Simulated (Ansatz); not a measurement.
**GeH2SO (SMILES [OH][Ge][SH]) at B2PLYP/def2-SVPD**

Aim: the electronic atomisation energy of GeH2SO at B2PLYP/def2-SVPD, from 5 runs. 

The calculation is run with Ansatz 0.2.0.

50 further runs of the same task are left out: 50 set aside as unsound or not needed. Runs told in other sessions of the task aren't counted.

## (1) Starting point

The species is GeH2SO (5 atoms), meant as a singlet with charge 0. As SMILES, `[OH][Ge][SH]`. The coordinates come from a PBE0-D4/def2-TZVP relaxation. This is one conformer, not always the lowest.

Bond lengths: O1–Ge2 1.782 Å, Ge2–S3 2.260 Å, O1–H4 0.961 Å, S3–H5 1.343 Å. Angles: O1–Ge2–S3 97.9°, Ge2–O1–H4 117.4°, Ge2–S3–H5 93.6°.

## (2) The energy at B2PLYP/def2-SVPD

The input, in.yaml:

```yaml
crystal:
  periodic: [false, false, false]
  atoms:
    - {symbol: O, position_ang: [-1.346000, -1.001300, 0.399800]}
    - {symbol: Ge, position_ang: [-0.897400, 0.628900, -0.164200]}
    - {symbol: S, position_ang: [1.343300, 0.336500, -0.206300]}
    - {symbol: H, position_ang: [-0.632500, -1.625200, 0.561400]}
    - {symbol: H, position_ang: [1.582700, 1.587400, -0.632100]}
basis:
  gaussian:
    orbitals: def2-SVPD
hamiltonian:
  xc: {name: B2PLYP}
correlation:
  frozen_orbitals: {Ge: 9, H: 0, O: 1, S: 5}
accuracy: high
output: {orbitals: {seedname: orbitals}}
```

Run with:

```bash
$ ansatz run in.yaml --threads 1 --pin off --max-ram 2610MiB --events-out events.jsonl --progress --plain --runs-dir runs
```

The log of the run:

```text
Warning: RAYON_NUM_THREADS=1 ignored (pool sized by the plan → 1); use --threads N
Functional definition: B2PLYP
  name "B2PLYP"
  parameter a = 0.53
  parameter c = 0.27
  exchange = (1 - a)*b88_x + a*exact_x
  correlation = (1 - c)*lyp_c + c*(mp2_os + mp2_ss)
1966 factors; integrals over basis functions are off by at most 4.4e-9 eV
mean field evaluation 1: about -69397.6872 eV, gradient 4.8e1 eV
mean field evaluation 2: about -69397.8283 eV, gradient 4.8e1 eV
mean field evaluation 4: about -69402.1626 eV, gradient 5.4e0 eV
mean field evaluation 8: about -69402.2556 eV, gradient 5.0e-1 eV
mean field evaluation 16: about -69402.2564 eV, gradient 1.8e-4 eV
mean field -69402.25635872 eV, -2550.4858786441 hartree, gradient 3.6e-8 eV, S^2 0.000000; 0 other end points of the search recorded, 0 dependent functions left out
15 core orbitals not correlated: weight in the atoms' cores, before any rotation towards them, 1.000 or more for the frozen orbitals, at most 0.000 for the correlated occupied ones
reference -69402.25637996 eV, -2550.4858794247 hartree; 14, 14 occupied and 75, 75 virtual orbitals, 1966 factors
second order -18.79120638 eV of doubles, -0.00000000 eV of singles
Total energy: -69407.33000569 eV, -2550.6723317310 hartree
```

Run time: 16 s. Hardware: 1 thread of Arm Neoverse V2, shared host; peak memory 0.35 GiB.

## (3) The Ge atom at the same level

The input, job.yaml:

```yaml
crystal:
  periodic: [false, false, false]
  atoms:
    - {symbol: Ge, position_ang: [0.000000, 0.000000, 0.000000]}
basis:
  gaussian:
    orbitals: def2-SVPD
magnetization:
  spin_polarized: true
  initial_magnetization: 2
hamiltonian:
  xc: {name: B2PLYP}
correlation:
  frozen_orbitals: {Ge: 9}
accuracy: high
```

Run with:

```bash
$ ansatz run job.yaml --threads 1 --pin off --max-ram 2610MiB --events-out events.jsonl --progress --plain --runs-dir runs
```

The log of the run, shortened:

```text
Warning: RAYON_NUM_THREADS=1 ignored (pool sized by the plan → 1); use --threads N
[... 2 set-up lines as earlier in the session ...]
[...]
370 factors; integrals over basis functions are off by at most 4.8e-9 eV
[...]
mean field -56497.09293927 eV, -2076.2298704130 hartree, gradient 9.5e-9 eV, S^2 2.004809; 0 other end points of the search recorded, 0 dependent functions left out
9 core orbitals not correlated: weight in the atoms' cores, before any rotation towards them, 1.000 or more for the frozen orbitals, at most 0.000 for the correlated occupied ones
reference -56497.09295327 eV, -2076.2298709277 hartree; 8, 6 occupied and 21, 23 virtual orbitals, 370 factors
second order -5.70722468 eV of doubles, -0.00000000 eV of singles
Total energy: -56498.63390394 eV, -2076.2864998201 hartree
```

It took 2.1 s on 1 thread of Arm Neoverse V2, shared host; peak memory 0.11 GiB.

## (4) The H atom at the same level

The input, molecule.yaml:

```yaml
crystal:
  periodic: [false, false, false]
  atoms:
    - {symbol: H, position_ang: [0.000000, 0.000000, 0.000000]}
basis:
  gaussian: {orbitals: def2-SVPD}
magnetization: {spin_polarized: true, initial_magnetization: 1}
hamiltonian: {xc: {name: B2PLYP}}
correlation: {frozen_orbitals: {H: 0}}
accuracy: high
```

Run the same way, it converges to -0.49793 Eh (log not shown).

## (5) The O atom

The input, in.yaml:

```yaml
crystal:
  periodic: [false, false, false]
  atoms:
    - symbol: O
      position_ang: [0.000000, 0.000000, 0.000000]
basis:
  gaussian:
    orbitals: def2-SVPD
total_charge: 0
hamiltonian:
  xc: {name: B2PLYP}
magnetization:
  spin_polarized: true
  initial_magnetization: 2
accuracy: high
correlation:
  frozen_orbitals: {O: 1}
```

Run the same way, it converges to -74.95314 Eh (log not shown).

## (6) The S atom

The input, run.yaml:

```yaml
crystal:
  periodic: [false, false, false]
  atoms:
    - {symbol: S, position_ang: [0.000000, 0.000000, 0.000000]}
basis:
  gaussian:
    orbitals: def2-SVPD
total_charge: 0
magnetization:
  spin_polarized: true
  initial_magnetization: 2
hamiltonian:
  xc: {name: B2PLYP}
correlation:
  frozen_orbitals: {S: 5}
accuracy: high
```

Run the same way, it converges to -397.85202 Eh (log not shown).

## (7) What came out

Level: B2PLYP/def2-SVPD, 15 core orbitals frozen.

```
                                     quantity           value
                       molecule: total energy  -2550.67233 Eh
  molecule: HOMO energy (SCF part's orbitals)        -8.31 eV
  molecule: LUMO energy (SCF part's orbitals)        -1.00 eV
molecule: HOMO–LUMO gap (SCF part's orbitals)         7.31 eV
                        Ge atom: total energy  -2076.28650 Eh
                                Ge atom: ⟨S²⟩           2.005
                         H atom: total energy     -0.49793 Eh
                                 H atom: ⟨S²⟩           0.750
                         O atom: total energy    -74.95314 Eh
                                 O atom: ⟨S²⟩           2.005
                         S atom: total energy   -397.85202 Eh
                                 S atom: ⟨S²⟩           2.005
                electronic atomisation energy       15.914 eV
```

What this shows: Taking the molecule apart into free atoms costs 15.91 eV (367 kcal/mol), before zero-point energy and without spin-orbit coupling.
